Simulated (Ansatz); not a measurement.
# ZrS (quintet): from Hartree-Fock to the top rungs, def2-TZVPP

One table from this session's results is given with a row withheld; the runs are named, their logs left out.

Program: Ansatz 0.2.0, Gaussian basis. Level of theory: def2-TZVPP, core rule «outside noble gas», up to 9 orbitals frozen. These are calculated values, not measurements.

To be run: UHF; ROHF; CCSD(T) on UHF.

2 further runs of the same task are left out: 2 set aside as unsound or not needed.

## The system

The geometry is a PBE0/def2-TZVP stationary point (not a proven minimum) of the parent state, kept for this charge and spin. No spin-orbit coupling is included. Elements past krypton take def2 core potentials.

2 atoms, charge 0, spin multiplicity 5.

Atoms are counted from 1 here; the program's logs count them from 0.

Bond lengths: Zr1–S2 2.183 Å.

The first run:

The input, in.yaml:

```yaml
crystal:
  periodic: [false, false, false]
  atoms:
    - {symbol: Zr, position_ang: [0.000000, 0.000000, 0.000000]}
    - {symbol: S, position_ang: [0.000000, 0.000000, 2.182917]}
basis:
  gaussian: {orbitals: def2-TZVPP}
magnetization: {spin_polarized: true, initial_magnetization: 4}
hamiltonian: {xc: hf}
output: {orbitals: {seedname: orbitals}}
```

The run is started by

```console
$ ansatz run in.yaml --threads 1 --pin off --events-out ev --progress --plain --max-ram 4096MiB --backend cpu
```

Among the steps run: UHF; ROHF; CCSD(T) on UHF.

One of the session's tables, all rows but one given; the rest of the session is left out.

It belongs to the step «Misses and costs». 

```
  method  from UCCSD(T) (kcal/mol)
    ROHF                   +148.11
     UHF                         ?
    UMP2                    +22.94
   UCCSD                     +6.78
UCCSD(T)                         0
```

**Question.** Estimate the row for UHF.

The run gave: from UCCSD(T) (kcal/mol): +142.54. In the column «from UCCSD(T) (kcal/mol)» it lies between UMP2 (+22.94) and ROHF (+148.11).
